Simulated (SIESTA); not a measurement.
# MnAu2 under changes of volume

One of the cells (16.520 Å³/atom); the others are scaled copies at fixed shape and fractional positions:

```
Au Mn
1.0
    -1.69264    1.69264    4.32445
     1.69264   -1.69264    4.32445
     1.69264    1.69264   -4.32445
Au Mn
2 1
Direct
  0.65000 0.65000 0.00000
  0.35000 0.35000 0.00000
  0.00000 0.00000 0.00000
```

| Quantity | Value |
| --- | --- |
| Program | SIESTA 5.4.2 |
| Functional | PBEsol |
| Potentials or basis | PseudoDojo 0.4 standard (PBEsol files) |
| Basis | DZP (energy shift 0.003 Ry; two zetas on semicore shells) |
| Grid cutoff | 800 Ry |
| Energy shift | 0.003 Ry |
| k mesh | 11 × 11 × 11 |
| Occupations | fermi-dirac, width 0.05 eV |
| Spin | collinear spin, ferromagnetic start |
| Starting moments | [0.0, 0.0, 4.0] μB |

```csv
volume (Å³/atom),energy over the lowest point (meV/atom),pressure (GPa),moment (μB per cell),largest force (eV/Å)
15.224,47.16,13.9,3.93,2.997
15.548,23.85,9.4,3.96,2.765
15.872,?,?,?,?
16.520,0.00,-1.0,4.07,2.166
16.843,4.66,-3.6,4.10,1.993
17.167,14.29,-6.0,4.12,1.830
```

**Question.** What does the run at 15.872 Å³/atom give?

**Answer.** Energy over the lowest point 8.93 meV/atom; pressure 5.6 GPa; moment 4.00 μB per cell; largest force 2.538 eV/Å.

Worked out: A Birch-Murnaghan fit of order 3 (a polynomial in V^(-2/3)) to the other rows has its minimum at 16.42 Å³/atom with B0 = V·E''(V) = 150 GPa and B' = 5.2 at fixed shape and positions, which overstates the stiffness. It gives 8.83 meV/atom at 15.872 Å³/atom, against the run's 8.93, and -dE/dV = 5.5 GPa, against 5.6. A straight line through the other rows of the moment, of slope 0.102 μB per Å³/atom, gives 4.00 μB, against the run's 4.00.

Energies are extrapolated to zero smearing.

Caveats: short orbitals over semicore shells can move pressures by several GPa; the basis of atomic orbitals isn't converged, which shifts pressures, moduli and gaps; forces of over 1 eV/Å show positions far from the minimum, so gaps and moduli don't describe the material at rest.
